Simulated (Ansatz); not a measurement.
# SnH₃Cl + H₂O₂: a complex and its separated parts

The complex below is one end of an elementary step. How strongly is it bound against its free parts?

Method: PBE0-D4/def2-TZVP structures, single points in def2-TZVPP, no counterpoise correction; program: Ansatz 0.2.0, Gaussian basis.

Levels: SPW92, PBE-D4, BLYP-D4, r2SCAN-D4, B97M-V, PBE0-D4, B3LYP-D4, r2SCAN0-D4, BHLYP-D4, CAM-B3LYP-D4, wB97X-V, wB97M-V, B2PLYP, PBE-QIDH, RPA on PBE, Hartree-Fock, MP2, CCSD, CCSD(T).

Cores are frozen in the correlated methods. Filled d shells of the heavier atoms are correlated. Core potentials replace the inner electrons past krypton, and spin-orbit coupling is left out. B3LYP uses VWN-RPA correlation. B2PLYP carries no dispersion term here.

88 further runs of the same task are left out: 88 set aside as unsound or not needed.

## (1) The system as given

The complex: 9 atoms, charge 0, spin multiplicity 1.

Atoms are counted from 1 here; the program's logs count them from 0.

Bond lengths: Sn1–Cl2 2.362 Å, Sn1–H3 1.706 Å, Sn1–H4 1.693 Å, Sn1–H5 1.696 Å, H6–O7 0.974 Å, O7–O8 1.422 Å, O8–H9 0.965 Å. Angles: Cl2–Sn1–H3 102.2°, Cl2–Sn1–H4 106.8°, Cl2–Sn1–H5 106.9°, H3–Sn1–H4 112.2°, H3–Sn1–H5 111.2°, H4–Sn1–H5 116.2°, H6–O7–O8 100.9°, O7–O8–H9 101.9°.

As a file:

```mol
ClH5O2Sn
  3D, bonds by distance, orders not assigned

  9  7  0  0  0  0  0  0  0  0999 V2000
   -0.2901    0.1192   -1.4871 Sn  0  0
    1.5714   -1.0617   -0.6384 Cl  0  0
   -0.1678   -0.1695   -3.1641 H   0  0
   -1.6695   -0.5943   -0.8135 H   0  0
   -0.0414    1.7579   -1.1258 H   0  0
    0.6651   -1.0529    1.4901 H   0  0
    0.0779   -0.6904    2.1768 O   0  0
   -0.3463    0.5173    1.5570 O   0  0
    0.2007    1.1746    2.0051 H   0  0
  1  2  8  0
  1  3  8  0
  1  4  8  0
  1  5  8  0
  6  7  8  0
  7  8  8  0
  8  9  8  0
M  END
```

Its parts: SnH₃Cl holds atoms 1, 2, 3, 4, 5; H₂O₂ holds atoms 6, 7, 8, 9. Each part counts its atoms afresh in its own runs.

## (2) Relaxing SnH₃Cl alone

The input, relax-a/in.yaml:

```yaml
crystal:
  periodic: [false, false, false]
  atoms:
    - {symbol: Sn, position_ang: [-0.290124, 0.119221, -1.487054]}
    - {symbol: Cl, position_ang: [1.571359, -1.061664, -0.638439]}
    - {symbol: H, position_ang: [-0.167761, -0.169513, -3.164119]}
    - {symbol: H, position_ang: [-1.669521, -0.594271, -0.813532]}
    - {symbol: H, position_ang: [-0.041407, 1.757896, -1.125840]}
basis:
  gaussian: {orbitals: def2-TZVP}
hamiltonian: {xc: pbe0, dispersion: d4}
relax: {f_tol: 0.005, max_steps: 200}
```

On the command line:

```console
$ ansatz run in.yaml --threads 4 --pin off --events-out ev --progress --plain --max-ram 9574MiB
```

Standard output (excerpt; [...] marks lines left out):

```text
Functional definition: PBE0
  name "PBE0"
  cite "Adamo & Barone, J. Chem. Phys. 110, 6158 (1999) doi:10.1063/1.478522"
  cite "Perdew, Burke & Ernzerhof, Phys. Rev. Lett. 77, 3865 (1996) doi:10.1103/PhysRevLett.77.3865"
  parent pbe
[...]
861 factors; their error is unknown
[...]
mean field -18399.96299109 eV, -676.1861679796 hartree, gradient 1.2e-5 eV, S^2 0.000000; 0 other end points of the search recorded, 0 dependent functions left out
[...]
reference -18399.96302327 eV, -676.1861691622 hartree; 21, 21 occupied and 84, 84 virtual orbitals, 861 factors
[...]
reference -18399.98074568 eV, -676.1868204487 hartree; 21, 21 occupied and 84, 84 virtual orbitals, 861 factors
Total energy: -18400.05223210 eV, -676.1894475265 hartree
Atom 0 at    -0.263118     0.100724    -1.517422 Å, force     0.000023    -0.000141    -0.000252 eV/Å
Atom 1 at     1.556189    -1.044183    -0.609551 Å, force    -0.000699     0.000411     0.000086 eV/Å
Atom 2 at    -0.194849    -0.162720    -3.195479 Å, force     0.000002    -0.000041    -0.000443 eV/Å
Atom 3 at    -1.649602    -0.577002    -0.804431 Å, force     0.000203    -0.000460     0.000347 eV/Å
Atom 4 at    -0.046075     1.734849    -1.102101 Å, force     0.000471     0.000231     0.000261 eV/Å
Dipole moment:    -0.403985     0.254238    -0.201554 e Å
```

Run time: 3 s. Hardware: 4 threads of Intel Xeon Platinum 8375C at 2.90GHz, shared host.

Step by step:

```
step  energy from step 1 (eV)  largest force component (eV/Å)
   1                   0.0000                          0.4767
   2                  -0.0127                          0.1416
   3                  -0.0178                          0.0161
   4                  -0.0179                          0.0007
```

Distances of close pairs at the start and the end, largest changes first:

```
   bond  before (Å)  after (Å)  change (Å)
Sn1–Cl2       2.362      2.333      -0.029
 Sn1–H4       1.693      1.700      +0.007
 Sn1–H3       1.706      1.700      -0.006
 Sn1–H5       1.696      1.700      +0.004
```

## (3) Relaxing H₂O₂ alone

The input, relax-b/in.yaml:

```yaml
crystal:
  periodic: [false, false, false]
  atoms:
    - {symbol: H, position_ang: [0.665098, -1.052872, 1.490054]}
    - {symbol: O, position_ang: [0.077870, -0.690413, 2.176820]}
    - {symbol: O, position_ang: [-0.346290, 0.517264, 1.556988]}
    - {symbol: H, position_ang: [0.200675, 1.174551, 2.005123]}
basis:
  gaussian: {orbitals: def2-TZVP}
hamiltonian: {xc: pbe0, dispersion: d4}
relax: {f_tol: 0.005, max_steps: 200}
```

On the command line:

```console
$ ansatz run in.yaml --threads 4 --pin off --events-out ev --progress --plain --max-ram 9574MiB
```

Standard output (excerpt; [...] marks lines left out):

```text
[... 5 set-up lines as earlier in the session ...]
[...]
390 factors; their error is unknown
[...]
mean field -4121.28791039 eV, -151.4545371975 hartree, gradient 2.0e-5 eV, S^2 0.000000; 0 other end points of the search recorded, 0 dependent functions left out
[...]
Total energy: -4121.31041354 eV, -151.4553641732 hartree
Atom 0 at     0.630761    -1.091566     1.482188 Å, force    -0.000024     0.000096    -0.000269 eV/Å
Atom 1 at     0.119352    -0.670722     2.183826 Å, force    -0.000608     0.001792    -0.000457 eV/Å
Atom 2 at    -0.314380     0.519589     1.529863 Å, force     0.000369    -0.002038     0.000330 eV/Å
Atom 3 at     0.161620     1.191229     2.033108 Å, force     0.000263     0.000149     0.000395 eV/Å
Dipole moment:     0.368731     0.093656    -0.074086 e Å
```

Wall time 1.6 s (4 threads of Intel Xeon Platinum 8375C at 2.90GHz, shared host).

Step by step:

```
step  energy from step 1 (eV)  largest force component (eV/Å)
   1                   0.0000                          0.3406
   2                  -0.0057                          0.1359
   3                  -0.0061                          0.1283
   4                  -0.0075                          0.0382
   5                  -0.0077                          0.0114
   6                  -0.0077                          0.0020
```

Close pairs (by a distance rule), those that changed most:

```
 bond  before (Å)  after (Å)  change (Å)
H1–O2       0.974      0.965      -0.009
O2–O3       1.422      1.426      +0.004
O3–H4       0.965      0.965      -0.001
```

## (4) SPW92/def2-TZVPP

The input, parta/in.yaml:

```yaml
crystal:
  periodic: [false, false, false]
  atoms:
    - {symbol: Sn, position_ang: [-0.263118, 0.100724, -1.517422]}
    - {symbol: Cl, position_ang: [1.556189, -1.044183, -0.609551]}
    - {symbol: H, position_ang: [-0.194849, -0.162720, -3.195479]}
    - {symbol: H, position_ang: [-1.649602, -0.577002, -0.804431]}
    - {symbol: H, position_ang: [-0.046075, 1.734849, -1.102101]}
basis:
  gaussian: {orbitals: def2-TZVPP}
hamiltonian: {xc: lda}
```

The input, partb/in.yaml:

```yaml
crystal:
  periodic: [false, false, false]
  atoms:
    - {symbol: H, position_ang: [0.630761, -1.091566, 1.482188]}
    - {symbol: O, position_ang: [0.119352, -0.670722, 2.183826]}
    - {symbol: O, position_ang: [-0.314380, 0.519589, 1.529863]}
    - {symbol: H, position_ang: [0.161620, 1.191229, 2.033108]}
basis:
  gaussian: {orbitals: def2-TZVPP}
hamiltonian: {xc: lda}
```

Each run has its own folder and the same command.

On the command line:

```console
$ ansatz run in.yaml --threads 4 --pin off --events-out ev --progress --plain --max-ram 9574MiB
```

Log of parta (excerpt; [...] marks lines left out):

```text
Functional definition: SPW92
  name "SPW92"
  cite "Dirac, Proc. Camb. Phil. Soc. 26, 376 (1930) doi:10.1017/S0305004100016108"
  cite "Slater, Phys. Rev. 81, 385 (1951) doi:10.1103/PhysRev.81.385"
  cite "Perdew & Wang, Phys. Rev. B 45, 13244 (1992) doi:10.1103/PhysRevB.45.13244"
[...]
859 factors; their error is unknown
[...]
mean field -18353.40484429 eV, -674.4751876431 hartree, gradient 7.1e-5 eV, S^2 0.000000; 0 other end points of the search recorded, 0 dependent functions left out
reference -18353.40488498 eV, -674.4751891385 hartree; 21, 21 occupied and 113, 113 virtual orbitals, 859 factors
Total energy: -18353.40488498 eV, -674.4751891385 hartree
```

partb printed (excerpt; [...] marks lines left out):

```text
[... 5 set-up lines as earlier in the session ...]
[...]
420 factors; their error is unknown
[...]
mean field -4096.26748662 eV, -150.5350535835 hartree, gradient 5.6e-5 eV, S^2 0.000000; 0 other end points of the search recorded, 0 dependent functions left out
reference -4096.26750695 eV, -150.5350543306 hartree; 9, 9 occupied and 81, 81 virtual orbitals, 420 factors
Total energy: -4096.26750695 eV, -150.5350543306 hartree
```

Wall times: 0.35 s (parta), 0.15 s (partb) on 4 threads of Intel Xeon Platinum 8375C at 2.90GHz, shared host.

## (5) PBE-D4/def2-TZVPP

The same edit goes into each in.yaml of step 4 (parta, partb):

```diff
-hamiltonian: {xc: lda}
+hamiltonian: {xc: pbe, dispersion: d4}
```

One command serves all of them, each in its own folder.

On the command line:

```console
$ ansatz run in.yaml --threads 4 --pin off --events-out ev --progress --plain --max-ram 9574MiB
```

parta printed (excerpt; [...] marks lines left out):

```text
Functional definition: PBE
  name "PBE"
[... 2 set-up lines as earlier in the session ...]
[...]
859 factors; their error is unknown
[...]
mean field -18398.57355548 eV, -676.1351071626 hartree, gradient 8.6e-5 eV, S^2 0.000000; 0 other end points of the search recorded, 0 dependent functions left out
reference -18398.57359901 eV, -676.1351087625 hartree; 21, 21 occupied and 113, 113 virtual orbitals, 859 factors
Total energy: -18398.65836152 eV, -676.1382237273 hartree
```

Output in partb (excerpt; [...] marks lines left out):

```text
[... 4 set-up lines as earlier in the session ...]
[...]
420 factors; their error is unknown
[...]
mean field -4121.61241118 eV, -151.4664623815 hartree, gradient 7.0e-5 eV, S^2 0.000000; 0 other end points of the search recorded, 0 dependent functions left out
reference -4121.61243335 eV, -151.4664631965 hartree; 9, 9 occupied and 81, 81 virtual orbitals, 420 factors
Total energy: -4121.63070742 eV, -151.4671347559 hartree
```

They took 0.5 s (parta), 0.2 s (partb) on 4 threads of Intel Xeon Platinum 8375C at 2.90GHz, shared host.

## (6) BLYP-D4/def2-TZVPP

Each input of step 5 (parta, partb) changes in the same lines:

```diff
-hamiltonian: {xc: pbe, dispersion: d4}
+hamiltonian: {xc: {name: BLYP}, dispersion: d4}
```

The same command starts each run, in its folder.

On the command line:

```console
$ ansatz run in.yaml --threads 4 --pin off --events-out ev --progress --plain --max-ram 9574MiB
```

Output in parta (excerpt; [...] marks lines left out):

```text
Functional definition: BLYP
  name "BLYP"
  cite "Becke, Phys. Rev. A 38, 3098 (1988) doi:10.1103/PhysRevA.38.3098"
  cite "Lee, Yang & Parr, Phys. Rev. B 37, 785 (1988) doi:10.1103/PhysRevB.37.785"
[...]
859 factors; their error is unknown
[...]
mean field -18402.25004742 eV, -676.2702157496 hartree, gradient 8.8e-5 eV, S^2 0.000000; 0 other end points of the search recorded, 0 dependent functions left out
reference -18402.25038782 eV, -676.2702282592 hartree; 21, 21 occupied and 113, 113 virtual orbitals, 859 factors
Total energy: -18402.43254316 eV, -676.2769223444 hartree
```

Output in partb (excerpt; [...] marks lines left out):

```text
[... 4 set-up lines as earlier in the session ...]
[...]
420 factors; their error is unknown
[...]
mean field -4125.31079252 eV, -151.6023753891 hartree, gradient 6.0e-5 eV, S^2 0.000000; 0 other end points of the search recorded, 0 dependent functions left out
reference -4125.31100877 eV, -151.6023833359 hartree; 9, 9 occupied and 81, 81 virtual orbitals, 420 factors
Total energy: -4125.35480016 eV, -151.6039926399 hartree
```

They took 0.55 s (parta), 0.25 s (partb) on 4 threads of Intel Xeon Platinum 8375C at 2.90GHz, shared host.

## (7) r2SCAN-D4/def2-TZVPP

The same edit goes into each in.yaml of step 6 (parta, partb):

```diff
-hamiltonian: {xc: {name: BLYP}, dispersion: d4}
+hamiltonian: {xc: r2scan, dispersion: d4}
```

Each run has its own folder and the same command.

On the command line:

```console
$ ansatz run in.yaml --threads 4 --pin off --events-out ev --progress --plain --max-ram 9574MiB
```

Log of parta (excerpt; [...] marks lines left out):

```text
Functional definition: r2SCAN
  name "r2SCAN"
  cite "Furness, Kaplan, Ning, Perdew & Sun, J. Phys. Chem. Lett. 11, 8208 (2020) doi:10.1021/acs.jpclett.0c02405"
  cite "Furness, Kaplan, Ning, Perdew & Sun, J. Phys. Chem. Lett. 11, 9248 (2020) doi:10.1021/acs.jpclett.0c03077"
  parent r2scan
[...]
859 factors; their error is unknown
[...]
mean field -18405.36886911 eV, -676.3848303328 hartree, gradient 4.2e-5 eV, S^2 0.000000; 0 other end points of the search recorded, 0 dependent functions left out
reference -18405.36888163 eV, -676.3848307926 hartree; 21, 21 occupied and 113, 113 virtual orbitals, 859 factors
Total energy: -18405.38713887 eV, -676.3855017339 hartree
```

partb printed (excerpt; [...] marks lines left out):

```text
[... 5 set-up lines as earlier in the session ...]
[...]
420 factors; their error is unknown
[...]
mean field -4123.69392403 eV, -151.5429565681 hartree, gradient 1.1e-5 eV, S^2 0.000000; 0 other end points of the search recorded, 0 dependent functions left out
reference -4123.69392964 eV, -151.5429567740 hartree; 9, 9 occupied and 81, 81 virtual orbitals, 420 factors
Total energy: -4123.69822211 eV, -151.5431145195 hartree
```

Times: 0.95 s (parta), 0.45 s (partb) on 4 threads of Intel Xeon Platinum 8375C at 2.90GHz, shared host.

## (8) B97M-V/def2-TZVPP

The same edit goes into each in.yaml of step 7 (parta, partb):

```diff
-hamiltonian: {xc: r2scan, dispersion: d4}
+hamiltonian: {xc: {name: B97M-V}}
```

Each run has its own folder and the same command.

On the command line:

```console
$ ansatz run in.yaml --threads 4 --pin off --events-out ev --progress --plain --max-ram 9574MiB
```

parta printed (excerpt; [...] marks lines left out):

```text
Functional definition: B97M-V
  name "B97M-V"
  cite "Mardirossian & Head-Gordon, J. Chem. Phys. 142, 074111 (2015) doi:10.1063/1.4907719"
  cite "Becke, J. Chem. Phys. 107, 8554 (1997) doi:10.1063/1.475007"
  cite "Vydrov & Van Voorhis, J. Chem. Phys. 133, 244103 (2010) doi:10.1063/1.3521275"
  # Of w^i u^j: cxij and so on, Table III.
[...]
  gx(w, u) = cx00 + cx01*u + cx02*u^2 + (cx10 + cx11*u)*w
[...]
  gos(w, u) = cos00 + cos01*u + cos03*u^3 + cos10*w + cos32*w^3*u^2
[...]
      + integral(e_c_pw_mod_opposite_spin*gos(b97_w_opposite, b97_u_opposite)) + vv10(b, c)
859 factors; their error is unknown
[...]
mean field -18401.03074003 eV, -676.2254070296 hartree, gradient 6.2e-5 eV, S^2 0.000000; 0 other end points of the search recorded, 0 dependent functions left out
reference -18401.03080280 eV, -676.2254093361 hartree; 21, 21 occupied and 113, 113 virtual orbitals, 859 factors
Total energy: -18401.03080280 eV, -676.2254093361 hartree
```

Log of partb (excerpt; [...] marks lines left out):

```text
[... 5 set-up lines as earlier in the session ...]
  # Of w^i u^j: cxij and so on, Table III.
[...]
  gx(w, u) = cx00 + cx01*u + cx02*u^2 + (cx10 + cx11*u)*w
[...]
  gos(w, u) = cos00 + cos01*u + cos03*u^3 + cos10*w + cos32*w^3*u^2
[...]
      + integral(e_c_pw_mod_opposite_spin*gos(b97_w_opposite, b97_u_opposite)) + vv10(b, c)
420 factors; their error is unknown
[...]
mean field -4124.37044780 eV, -151.5678183581 hartree, gradient 6.2e-5 eV, S^2 0.000000; 0 other end points of the search recorded, 0 dependent functions left out
reference -4124.37047694 eV, -151.5678194288 hartree; 9, 9 occupied and 81, 81 virtual orbitals, 420 factors
Total energy: -4124.37047694 eV, -151.5678194288 hartree
```

Times: 1.6 s (parta), 0.6 s (partb) on 4 threads of Intel Xeon Platinum 8375C at 2.90GHz, shared host.

[end of part 1 of 3]
